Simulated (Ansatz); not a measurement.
# C2H2Se: up Jacob's ladder to CCSD(T)

Aim: compute C2H2Se with functionals from several rungs and with coupled cluster. The yardstick is the atomisation energy at the CCSD(T) limit.

Program: Ansatz 0.2.0, Gaussian basis. Level of theory: functionals in def2-TZVPP, the program's frozen cores in correlated methods. These are calculated values, not measurements.

Levels to be run: LDA (SPW92), PBE-D4, revPBE-D4, BLYP-D4, r2SCAN-D4, B97M-V, PBE0-D4, B3LYP-D4, r2SCANh-D4, r2SCAN0-D4, HSE06-D4, BHLYP-D4, CAM-B3LYP-D4, LC-ωPBE, ωB97X-V, ωB97M-V, B2PLYP, PBE-QIDH; CCSD(T)/def2-SVP; CCSD(T)/def2-TZVPP; MP2/def2-QZVPP; extrapolation to the limit; RPA on PBE.

## 1. The geometry

All runs share one geometry, relaxed beforehand with PBE0-D4 in a triple-zeta def2 set.

SMILES `C#C[SeH]`, 5 atoms, charge 0, spin multiplicity 1.

Atoms are counted from 1 here; the program's logs count them from 0.

Bond lengths: C1–C2 1.203 Å, C1–H4 1.065 Å, C2–Se3 1.823 Å, Se3–H5 1.471 Å. Angles: C2–C1–H4 179.4°, C1–C2–Se3 175.3°, C2–Se3–H5 94.8°.

## 2. LDA

This LDA is Slater exchange with PW92 correlation.

Contents of in.yaml:

```yaml
crystal:
  periodic: [false, false, false]
  atoms:
    - {symbol: C, position_ang: [-0.892410, -0.954207, 0.073468]}
    - {symbol: C, position_ang: [0.044535, -0.202971, 0.147819]}
    - {symbol: Se, position_ang: [1.521435, 0.843994, 0.362050]}
    - {symbol: H, position_ang: [-1.726061, -1.612215, 0.000184]}
    - {symbol: H, position_ang: [1.102402, 1.851699, -0.624921]}
basis:
  gaussian: {orbitals: def2-TZVPP}
hamiltonian: {xc: lda}
output: {orbitals: {seedname: orbitals}}
```

On the command line:

```console
$ ansatz run in.yaml --threads 2 --pin off --events-out ev --progress --plain --max-ram 4352MiB
```

After this run come: PBE-D4 (GGA); revPBE-D4 (GGA); BLYP-D4 (GGA); r2SCAN-D4 (meta-GGA); B97M-V (meta-GGA); B3LYP-D4 (hybrid); r2SCANh-D4 (hybrid); r2SCAN0-D4 (hybrid); HSE06-D4 (hybrid); BHLYP-D4 (hybrid); CAM-B3LYP-D4 (range-separated); LC-ωPBE (range-separated); ωB97X-V (range-separated); ωB97M-V (range-separated); B2PLYP (double hybrid); PBE-QIDH (double hybrid); CCSD(T) in def2-SVP; CCSD(T) in def2-TZVPP; MP2 in def2-QZVPP; RPA on PBE orbitals.

Q: Predict the results of all the runs planned. Wanted: atomisation energy, CCSD(T)/CBS; farthest beyond LDA; mean size of error, GGA; mean size of error, meta-GGA; mean size of error, hybrid; mean size of error, range-separated; mean size of error, double hybrid; gap, smallest and largest; T1 diagnostic.

The runs gave:

```
                               quantity                                                                                                                             value
        atomisation energy, CCSD(T)/CBS                                                                                                                     1861.2 kJ/mol
 functionals within 18.6 kJ/mol (1.0 %)  revPBE-D4, BLYP-D4, r2SCAN-D4, B97M-V, PBE0-D4, B3LYP-D4, r2SCANh-D4, HSE06-D4, CAM-B3LYP-D4, ωB97X-V, ωB97M-V, B2PLYP, PBE-QIDH
                    farthest beyond LDA                                                                                                           BHLYP-D4 (-89.8 kJ/mol)
                mean size of error, GGA                                                                                                                       32.9 kJ/mol
           mean size of error, meta-GGA                                                                                                                        2.9 kJ/mol
             mean size of error, hybrid                                                                                                                       29.8 kJ/mol
    mean size of error, range-separated                                                                                                                       12.7 kJ/mol
      mean size of error, double hybrid                                                                                                                       12.8 kJ/mol
              gap, smallest and largest                                                                                             4.22 eV (BLYP-D4), 11.24 eV (LC-ωPBE)
                          T1 diagnostic                                                                                                                            0.0111
triples share of the correlation energy                                                                                                                             4.5 %
```

What this shows: The LDA atomisation energy is off by 321.6 kJ/mol (17 %): it overbinds. PBE-D4 is off by +72.4 kJ/mol. Double hybrids carry the basis error of their MP2 part in triple zeta, and no dispersion term here, so their miss is partly the set-up's. The rungs meta-GGA, range-separated, double hybrid miss on average by less than the doubt on the reference (18.6 kJ/mol), so they tie. Misses under about 18.6 kJ/mol are within the doubt on the reference itself, which lacks core-valence correlation, relativity and higher excitations, and its outer-core shells are covered unevenly. All levels share the lack of spin-orbit coupling, which lowers the free heavy atoms and so the true binding. Hartree-Fock recovers 68 % of the binding; the rest is correlation. CCSD(T) in def2-SVP is off by -109.2 kJ/mol, so the small basis spoils what the method gains. Orbital gaps span 4.2 to 11.2 eV; exact exchange widens them. Correlated methods include outer-core shells of Se, which these sets cover unevenly.
